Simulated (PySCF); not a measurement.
# C4H6O5S: the cost of one run

Computed with PySCF 2.14.0 and routines of our own; the level stands in each step. Atoms count from 0.

### Step 1. The starting structure

16 atoms, charge 0, multiplicity 1; geometry from: GFN2-xTB.

### Step 2. Magnetic properties: GIAO B97-2/pcSseg-1

Job settings and geometry (Å):

```
{"job": {"kind": "mag", "xc": "B97-2", "basis": "pcSseg-1", "isotopologues": 0}, "charge": 0, "multiplicity": 1}
C      1.345580     1.386941    -1.020955
C      0.730485     0.843953     0.217782
O      0.171312     1.498130     1.068765
C      0.927835    -0.649813     0.436672
O      0.685914    -1.533334    -0.616249
C     -0.224513    -1.545896     0.427882
S     -1.764336    -0.680942     0.014817
O     -2.806847    -1.609846    -0.232583
O     -1.427909     0.300451    -0.969422
O     -2.068361     0.031285     1.397445
H      0.733815     1.036132    -1.852579
H      1.342628     2.472818    -1.002900
H      2.351534     0.996280    -1.155993
H      1.780354    -0.893432     1.071624
H     -0.309350    -2.437284     1.033211
H     -1.475739     0.793500     1.530121
```

Method: GIAO B97-2/pcSseg-1 magnetisability, rotational g tensor and spin-rotation constants, non-relativistic, gas phase.

Run with:

```console
OMP_NUM_THREADS=1 python excited_run.py task.json out
```

The driver reads the jobs from task.json and runs them one after another.

Q: Estimate the wall time and peak memory of this first job on 1 thread of Arm Neoverse V1, shared host.

About 55 s, with a peak of 0.95 GiB.
